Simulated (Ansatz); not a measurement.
# C2H9NO2Si: the cost of one run

Program: Ansatz 0.2.0. Level of theory: RKS PBE0/def2-SVP. These are calculated values, not measurements.

## (1) The starting structure

Bond lengths: N1–Si2 1.665 Å, Si2–O3 1.628 Å, Si2–C4 1.900 Å, C4–C5 1.554 Å, C5–O6 1.406 Å, N1–H7 1.001 Å, N1–H8 0.971 Å, Si2–H9 1.425 Å, O3–H10 0.982 Å, C4–H11 1.119 Å, C4–H12 1.038 Å, C5–H13 1.143 Å, C5–H14 1.117 Å, O6–H15 0.949 Å. Angles (14 of 23 angles, heavy atoms first): N1–Si2–O3 98.7°, N1–Si2–C4 114.6°, O3–Si2–C4 112.5°, Si2–C4–C5 111.7°, C4–C5–O6 109.6°, N1–Si2–H9 108.2°, O3–Si2–H9 108.0°, C4–Si2–H9 113.6°, Si2–N1–H7 109.4°, Si2–N1–H8 108.4°, Si2–O3–H10 117.0°, Si2–C4–H11 104.9°, Si2–C4–H12 110.1°, C5–C4–H11 107.1°.

Structure file:

```xyz
15

N    -1.3720   -1.3609    1.0284
Si   -0.0199   -1.1050    0.0915
O     0.9368   -2.2630    0.7187
C     0.7377    0.6298    0.2511
C    -0.1100    1.6990   -0.4933
O     0.2101    1.6854   -1.8626
H    -1.1060   -1.4032    1.9924
H    -1.7659   -2.2108    0.7729
H    -0.3325   -1.4702   -1.2501
H     1.7897   -2.4326    0.2622
H     0.6824    0.8687    1.3430
H     1.7198    0.6226   -0.0847
H    -1.2451    1.6332   -0.3719
H     0.1638    2.7007   -0.0806
H    -0.3108    2.3557   -2.2876
```

## (2) Relaxing end A

Contents of input.yaml:

```yaml
crystal:
  periodic: [false, false, false]
  atoms:
    - { symbol: "N", position_ang: [-1.372, -1.3609, 1.0284] }
    - { symbol: Si, position_ang: [-0.0199, -1.105, 0.0915] }
    - { symbol: O, position_ang: [0.9368, -2.263, 0.7187] }
    - { symbol: C, position_ang: [0.7377, 0.6298, 0.2511] }
    - { symbol: C, position_ang: [-0.11, 1.699, -0.4933] }
    - { symbol: O, position_ang: [0.2101, 1.6854, -1.8626] }
    - { symbol: H, position_ang: [-1.106, -1.4032, 1.9924] }
    - { symbol: H, position_ang: [-1.7659, -2.2108, 0.7729] }
    - { symbol: H, position_ang: [-0.3325, -1.4702, -1.2501] }
    - { symbol: H, position_ang: [1.7897, -2.4326, 0.2622] }
    - { symbol: H, position_ang: [0.6824, 0.8687, 1.343] }
    - { symbol: H, position_ang: [1.7198, 0.6226, -0.0847] }
    - { symbol: H, position_ang: [-1.2451, 1.6332, -0.3719] }
    - { symbol: H, position_ang: [0.1638, 2.7007, -0.0806] }
    - { symbol: H, position_ang: [-0.3108, 2.3557, -2.2876] }
basis:
  gaussian: { orbitals: def2-SVP }
hamiltonian:
  xc: pbe0
relax:
  f_tol: 0.015
  max_steps: 40
```

The run is started by

```bash
$ ansatz run input.yaml --threads 2 --pin off --max-ram 3072MiB --backend cpu --events-out ev --progress --plain --runs-dir out
```

**Question.** How long does this run take on 2 threads of Arm Neoverse V2, shared host, and how much memory does it need?

About 66 s, with a peak of 0.34 GiB.
